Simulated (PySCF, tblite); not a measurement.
# Sn15S15: electronic excitations

Wanted: electronic excitations for Sn15S15.

Programs: tblite 0.8.0 and PySCF 2.14.0, with routines of our own; each step states its level. All values are computed. Atoms count from 0.

## 1. The starting structure

30 atoms, charge 0, multiplicity 1; geometry from: force field, distance geometry or constructed start.

## 2. Geometry optimisation with GFN1-xTB

What the job is given:

```
{"job": {"kind": "relax", "xc": "GFN1-xTB", "basis": "xTB"}, "charge": 0, "multiplicity": 1}
Sn    -1.401600    -2.814800    -5.627600
S     -1.409700    -2.810400    -2.819900
Sn    -1.401300    -2.815300     0.001000
S     -1.407200    -2.808600     2.806800
Sn    -1.407500    -2.814200     5.629400
S     -1.409800    -0.000500    -5.628600
Sn    -1.406400     0.001700    -2.816300
S     -1.403100     0.002700     0.001500
Sn    -1.403800    -0.002100     2.812600
S     -1.409300    -0.000800     5.627600
Sn    -1.408600     2.811800    -5.628100
S     -1.409000     2.811000    -2.813000
Sn    -1.409900     2.813700     0.005000
S     -1.404300     2.812400     2.810300
Sn    -1.408700     2.818100     5.626200
S      1.404600    -2.812400    -5.619700
Sn     1.406900    -2.811100    -2.812100
S      1.405400    -2.816400    -0.001000
Sn     1.405900    -2.811200     2.815500
S      1.409300    -2.812100     5.628700
Sn     1.404200     0.003800    -5.624500
S      1.405600     0.001500    -2.813200
Sn     1.409900     0.004600     0.006600
S      1.402300    -0.004300     2.811500
Sn     1.407000     0.002600     5.626900
S      1.400400     2.812100    -5.623500
Sn     1.407200     2.815300    -2.813700
S      1.405900     2.813600     0.001200
Sn     1.407100     2.813400     2.811000
S      1.407600     2.813400     5.629400
```

On the command line:

```sh
OMP_NUM_THREADS=8 python large_run.py task.json out
```

The driver reads the jobs from task.json and runs them one after another.

The log of the run:

```text
step      E/eV     max force
  0   -2571.17671    3.603
  1   -2573.18163    3.209
  2   -2578.45291    1.153
  3   -2579.04950    1.721
  4   -2579.37228    1.005
  5   -2579.81068    0.601
  6   -2580.14611    0.718
  7   -2580.32551    0.763
  8   -2580.56482    0.706
  9   -2580.76709    0.570
 10   -2580.89479    0.511
 11   -2580.97447    0.493
 12   -2581.09086    0.462
 13   -2581.18359    0.385
 14   -2581.23270    0.288
 15   -2581.25416    0.209
 16   -2581.26865    0.191
 17   -2581.28210    0.164
 18   -2581.29360    0.211
 19   -2581.30280    0.217
 20   -2581.31171    0.162
 21   -2581.32067    0.110
 22   -2581.32621    0.058
 23   -2581.32778    0.033
 24   -2581.32808    0.026
 25   -2581.32831    0.023
 26   -2581.32860    0.022
 27   -2581.32882    0.019
```

Run time: 2.2 s. Hardware: 8 threads of Arm Neoverse V1, shared host; peak memory 0.21 GiB.

Relaxation path:

```
step  energy from step 0 (eV)  largest force (eV/Å)
   0                   0.0000                3.6021
   1                  -2.0049                3.2096
   2                  -7.2762                1.1528
   3                  -7.8728                1.7220
   4                  -8.1956                1.0055
   5                  -8.6340                0.6016
   6                  -8.9694                0.7179
   7                  -9.1488                0.7633
   8                  -9.3881                0.7058
   9                  -9.5904                0.5693
  10                  -9.7181                0.5109
  12                  -9.9141                0.4619
  13                 -10.0069                0.3849
  14                 -10.0560                0.2884
  16                 -10.0919                0.1903
  17                 -10.1054                0.1633
  18                 -10.1169                0.2114
  20                 -10.1350                0.1626
  21                 -10.1440                0.1098
  23                 -10.1511                0.0333
  24                 -10.1514                0.0257
  25                 -10.1516                0.0228
  26                 -10.1519                0.0228
  27                 -10.1521                0.0192
```

Distances of close pairs at the start and the end, largest changes first:

```
    bond  before (Å)  after (Å)  change (Å)
 Sn4–S19       2.817      2.452      -0.365
Sn14–S29       2.816      2.452      -0.364
Sn10–S25       2.809      2.452      -0.357
 Sn0–S15       2.806      2.452      -0.354
Sn12–S27       2.816      2.492      -0.323
 Sn2–S17       2.807      2.492      -0.314
  S3–Sn4       2.823      2.534      -0.288
S13–Sn14       2.816      2.534      -0.281
```

The end geometry stands in the next job.

## 3. Electronic excitations: TDA PBE0/def2-SVP

What the job is given:

```
{"job": {"kind": "uv", "basis": "def2-SVP", "grid": 1, "kgrid": 0, "vcut": 1.5, "nstates": 6, "ntriplets": 2, "tda": true, "delta": [], "pop": true, "xc": "PBE0"}, "charge": 0, "multiplicity": 1}
Sn    -1.280489    -2.543635    -5.115455
S     -1.097368    -2.632402    -2.589088
Sn    -1.498738    -2.576062     0.000117
S     -1.097779    -2.632306     2.589384
Sn    -1.282191    -2.542406     5.115505
S     -1.158226    -0.000485    -5.294518
Sn    -1.528423     0.000054    -2.636827
S     -1.084078     0.000302     0.000188
Sn    -1.527846     0.000339     2.637462
S     -1.158122     0.000770     5.295239
Sn    -1.284127     2.542675    -5.114859
S     -1.099645     2.632917    -2.588848
Sn    -1.499827     2.576638     0.000709
S     -1.097835     2.633026     2.589724
Sn    -1.281965     2.543950     5.115896
S      1.168008    -2.628251    -5.211085
Sn     1.448632    -2.597410    -2.605501
S      0.993424    -2.601992     0.000356
Sn     1.448123    -2.598319     2.606501
S      1.166397    -2.628751     5.212031
Sn     1.419549     0.001449    -5.251565
S      1.087744     0.001216    -2.650514
Sn     1.508340     0.000904     0.000425
S      1.088400     0.000386     2.651397
Sn     1.419618     0.000817     5.252552
S      1.164225     2.630750    -5.211461
Sn     1.446274     2.600101    -2.605926
S      0.992404     2.603546     0.000134
Sn     1.448009     2.599130     2.606126
S      1.166696     2.630185     5.211804
```

With the program's defaults for keys left out, this is: TDA PBE0/def2-SVP, vertical, gas phase, core orbitals frozen in the response, virtual orbitals cut by energy.

The log of the run:

```text
start: PBE on a coarse grid of 199167 points
cycle   1  E = -9088.0061034733  dE = -2.600e+02  |g| = 1.696e+01  |ddm| = 4.581e+01
cycle   2  E = -7113.4927931834  dE =  1.975e+03  |g| = 4.076e+01  |ddm| = 2.243e+02
cycle   3  E = -8963.5348579401  dE = -1.850e+03  |g| = 2.434e+01  |ddm| = 2.287e+02
cycle   4  E = -9003.1961997832  dE = -3.966e+01  |g| = 1.895e+01  |ddm| = 7.355e+01
cycle   5  E = -8434.3664367338  dE =  5.688e+02  |g| = 3.210e+01  |ddm| = 7.151e+01
cycle   6  E = -9114.5759725358  dE = -6.802e+02  |g| = 1.202e+01  |ddm| = 4.685e+01
cycle   7  E = -8580.0910563531  dE =  5.345e+02  |g| = 3.113e+01  |ddm| = 8.020e+01
cycle   8  E = -9146.9284608725  dE = -5.668e+02  |g| = 9.391e+00  |ddm| = 7.659e+01
cycle   9  E = -9114.9290283794  dE =  3.200e+01  |g| = 1.235e+01  |ddm| = 1.946e+01
cycle  10  E = -9141.2062057174  dE = -2.628e+01  |g| = 9.793e+00  |ddm| = 1.733e+01
cycle  11  E = -9112.4265454579  dE =  2.878e+01  |g| = 1.202e+01  |ddm| = 2.170e+01
cycle  12  E = -9175.5333145591  dE = -6.311e+01  |g| = 4.295e+00  |ddm| = 1.819e+01
cycle  13  E = -9146.8001300350  dE =  2.873e+01  |g| = 1.013e+01  |ddm| = 1.699e+01
cycle  14  E = -9179.8546614054  dE = -3.305e+01  |g| = 3.208e+00  |ddm| = 1.236e+01
cycle  15  E = -9179.2320925483  dE =  6.226e-01  |g| = 3.405e+00  |ddm| = 8.707e+00
cycle  16  E = -9183.3047820614  dE = -4.073e+00  |g| = 1.624e+00  |ddm| = 7.635e+00
cycle  17  E = -9183.8372320784  dE = -5.325e-01  |g| = 1.103e+00  |ddm| = 4.091e+00
cycle  18  E = -9184.1391838832  dE = -3.020e-01  |g| = 6.382e-01  |ddm| = 2.862e+00
cycle  19  E = -9184.2562948230  dE = -1.171e-01  |g| = 3.089e-01  |ddm| = 1.487e+00
cycle  20  E = -9184.2860384922  dE = -2.974e-02  |g| = 1.229e-01  |ddm| = 7.082e-01
cycle  21  E = -9184.2889800505  dE = -2.942e-03  |g| = 8.677e-02  |ddm| = 3.354e-01
cycle  22  E = -9184.2913518332  dE = -2.372e-03  |g| = 3.441e-02  |ddm| = 1.843e-01
cycle  23  E = -9184.2917756703  dE = -4.238e-04  |g| = 6.999e-03  |ddm| = 6.639e-02
final grid: 199167 points
cycle  24  E = -9184.8587500351  dE = -2.804e-02  |g| = 8.025e-02  |ddm| = 9.157e-01
cycle  25  E = -9184.8558920736  dE =  2.858e-03  |g| = 1.137e-01  |ddm| = 2.955e-01
cycle  26  E = -9184.8595646638  dE = -3.673e-03  |g| = 4.626e-02  |ddm| = 2.473e-01
cycle  27  E = -9184.8602001834  dE = -6.355e-04  |g| = 1.492e-02  |ddm| = 8.507e-02
cycle  28  E = -9184.8602754883  dE = -7.530e-05  |g| = 3.328e-03  |ddm| = 2.855e-02
cycle  29  E = -9184.8602797715  dE = -4.283e-06  |g| = 1.527e-03  |ddm| = 8.304e-03
cycle  30  E = -9184.8602816026  dE = -1.831e-06  |g| = 4.551e-04  |ddm| = 3.188e-03
cycle  31  E = -9184.8602800029  dE =  1.600e-06  |g| = 1.719e-04  |ddm| = 1.020e-03
cycle  32  E = -9184.8602790761  dE =  9.268e-07  |g| = 8.468e-05  |ddm| = 4.777e-04
converged SCF energy = -9184.8602790761

Static polarisability (au): isotropic 902.635, principal 612.399 821.761 1273.744

Singlet excitations
state   eV       nm        f      main configurations
  1   1.7112    724.5   0.00000   H->L 0.95
  2   1.7531    707.2   0.01648   H-1->L 0.95
  3   2.0368    608.7   0.00020   H-2->L 0.94
  4   2.1396    579.5   0.00000   H-3->L 0.98
  5   2.2071    561.8   0.00005   H-4->L 0.78, H->L+1 0.15
  6   2.2710    545.9   0.00000   H-5->L 0.96

Triplet excitations (Tamm-Dancoff, eV): 1.5228 1.5645
```

It took 3.5 min on 8 threads of Arm Neoverse V1, shared host; peak memory 7.4 GiB.

The orbitals next to the gap, with their largest atomic shares:

```
orbital     eV                            atoms
 HOMO−4  -5.98     S25 11 %, S29 10 %, S19 10 %
 HOMO−3  -5.92  Sn16 12 %, Sn26 12 %, Sn18 12 %
 HOMO−2  -5.81    Sn22 12 %, Sn20 9 %, Sn24 9 %
 HOMO−1  -5.52      Sn8 10 %, Sn6 9 %, Sn24 6 %
   HOMO  -5.50      Sn20 6 %, Sn24 6 %, Sn6 6 %
   LUMO  -3.05    Sn22 14 %, Sn8 13 %, Sn6 13 %
 LUMO+1  -2.46      Sn24 9 %, Sn20 9 %, Sn8 7 %
 LUMO+2  -2.32      Sn12 20 %, Sn2 20 %, S7 8 %
 LUMO+3  -2.27  Sn26 14 %, Sn16 14 %, Sn18 14 %
```

With each of the 6 states as a Gaussian band of 0.4 eV half-width at 1/e, the curve within the window shown has maxima at 706 nm (ε 670) L/(mol cm). Beyond the last state computed it falls off for lack of states. The curve at chosen wavelengths:

| nm | ε (L/mol/cm) |
| --- | --- |
| 482 | 12 |
| 507 | 38 |
| 533 | 93 |
| 558 | 178 |
| 583 | 290 |
| 609 | 416 |
| 634 | 527 |
| 659 | 611 |
| 685 | 661 |
| 710 | 672 |
| 735 | 653 |
| 761 | 609 |
| 786 | 552 |
| 811 | 488 |
| 836 | 424 |
| 862 | 360 |
| 887 | 303 |
| 912 | 253 |
| 938 | 209 |
| 963 | 172 |
| 988 | 141 |
| 1014 | 115 |
| 1039 | 94 |
| 1064 | 77 |
| 1090 | 62 |
| 1115 | 51 |

Ground-state properties from the same run:

```
           property  computed
  dipole moment (D)      2.48
polarisability (Å³)    133.76
 HOMO–LUMO gap (eV)      2.45
      −ε(HOMO) (eV)      5.50
```

## 4. What came out

```
                                quantity                        value
          lowest singlet (PBE0/def2-SVP)  1.71 eV (725 nm), f = 0.000
brightest single state of those computed  state 2, 1.75 eV, f = 0.016
                          lowest triplet                      1.52 eV
```

In words: The lowest singlet, at 1.71 eV, is HOMO→LUMO 0.95 and is dark; of the 6 states computed, the strongest absorption comes from state 2 at 1.75 eV. State 2 absorbs in the visible (707 nm). The lowest triplet lies 0.19 eV below the lowest singlet. Spin-orbit coupling, left out, mixes singlets and triplets in elements this heavy.
